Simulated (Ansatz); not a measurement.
## 2 structures of VH: a ranking of polymorphs by energy

Computed with Ansatz 0.2.0, Python API.

Script `polymorphs_vh.py`:
```python
# -*- coding: utf-8 -*-
'''Relative energies of VH phases, at the given cells.'''

import warnings

import ansatz as az
import numpy as np
import spglib

PHASES = {
    'Fm-3m': (
        [[0.0, 1.963754, 1.963754], [1.963754, 0.0, 1.963754], [1.963754, 1.963754, 0.0]],
        [
            ('V', [0.0, 0.0, 0.0]),
            ('H', [0.5, 0.5, 0.5]),
        ],
    ),
    'P6_3/mmc': (
        [[2.73558, 0.0, 0.0], [-1.36779, 2.369082, 0.0], [0.0, 0.0, 4.935968]],
        [
            ('V', [0.0, 0.0, 0.0]),
            ('V', [0.0, 0.0, 0.5]),
            ('H', [2 / 3, 1 / 3, 0.75]),
            ('H', [1 / 3, 2 / 3, 0.25]),
        ],
    ),
}
MOMENTS = {'V': 1.5}  # parallel starting moments in muB


def build(vectors, sites):
    crystal = az.Crystal(lattice=az.Lattice.of(vectors))
    for symbol, position in sites:
        crystal = crystal.atom(symbol, position)
    return crystal


def ground_state(name, crystal):
    calc = (
        crystal.calculation()
        .basis(630)
        .scf(tolerance=1e-09, extra_bands=8)
        .functional(az.Functional.R2SCAN)
        .kpoints(spacing=0.3)
        .occupations('cold', width=0.05)
        .spin('collinear')
        .stress()
        .band_table()
    )
    return calc.run(threads=1)


def volume_per_atom(outcome):
    return abs(np.linalg.det(outcome.lattice.cell_ang)) / len(outcome.lattice.sites)


def space_group(outcome):
    sites = outcome.report['lattice']['sites']
    kinds = sorted({site['symbol'] for site in sites})
    cell = (outcome.lattice.cell_ang, [site['position_frac'] for site in sites], [kinds.index(site['symbol']) for site in sites])
    return spglib.get_spacegroup(cell, symprec=0.01)


def main():
    warnings.simplefilter('ignore', az.DeckWarning)

    phases = {name: build(*cell) for name, cell in PHASES.items()}
    for name in ['Fm-3m', 'P6_3/mmc']:
        phases[name] = phases[name].moments({e: m for e, m in MOMENTS.items() if e in phases[name].species()})

    done = {}
    for name, crystal in phases.items():
        done[name] = ground_state(name, crystal)
        print(f'{name}: {done[name].report["energy_sigma0_ev"]:.4f} eV, {len(done[name].lattice.sites)} atoms')

    energy = {name: o.report['energy_sigma0_ev'] / len(o.lattice.sites) for name, o in done.items()}
    lowest = min(energy.values())
    rows = [(name, len(o.lattice.sites), 1000 * (energy[name] - lowest), volume_per_atom(o), space_group(o), abs(o.report['magnetization_mub']) / len(o.lattice.sites)) for name, o in done.items()]
    rows.sort(key=lambda row: row[2])
    print('     phase       atoms  dE (meV/atom)  V (A^3/atom)  space group  M (muB/atom)')
    for row in rows:
        print(f'{str(row[0]):>10}  {row[1]:10d}  {row[2]:13.1f}  {row[3]:12.3f}  {str(row[4]):>11}  {row[5]:12.2f}')
    print('lowest in energy:', rows[0][0])


if __name__ == '__main__':
    main()
```

```console
$ python polymorphs_vh.py
RunWarning: the starting moments were not kept: the SCF closed with an absolute magnetisation of 4.7e-5 μB, where they sum to 1.5 μB in size (1 site). That is at most 0.1 of that sum. The system's [...]
Fm-3m: -2933.4108 eV, 2 atoms
P6_3/mmc: -5865.7044 eV, 4 atoms
     phase       atoms  dE (meV/atom)  V (A^3/atom)  space group  M (muB/atom)
     Fm-3m           2            0.0         7.573  Fm-3m (225)          0.00
  P6_3/mmc           4          279.3         7.997  P6_3/mmc (194)          0.00
lowest in energy: Fm-3m
```
(Warnings from the package without file and line, shortened, repeats left out.)

By space group at the end of each run: Fm-3m (+0 meV an atom, 7.6 Å³) and P6_3/mmc (+279 meV an atom, 8.0 Å³).

Reading the output:
- These settings explore the input space; cutoff and mesh may be short of convergence.
- The SCF didn't keep the moments it started from (some shrank, vanished or turned); what is printed is the state reached.
- For the metals among these phases the mesh is modest: differences between phases can be off by up to 40 meV an atom.
- The program warned that this SCF threshold is loose for forces or stresses.
- r2SCAN tends to overestimate the moments of itinerant magnets.
- The cells come from databases of deposited and of computed structures, and not all need be stable phases.
- The ranking holds among these structures alone, at zero temperature; the ground state may be another structure. Magnetic phases start from parallel moments and may not end in their lowest magnetic state. Differences under about 40 meV an atom lie within the error of mesh and functional.
- The script silences the warnings on its input, which a real study should read.
- Wall time of the script: 32 s on 1 thread of Arm Neoverse V2, on a shared host, peak memory 0.57 GiB.
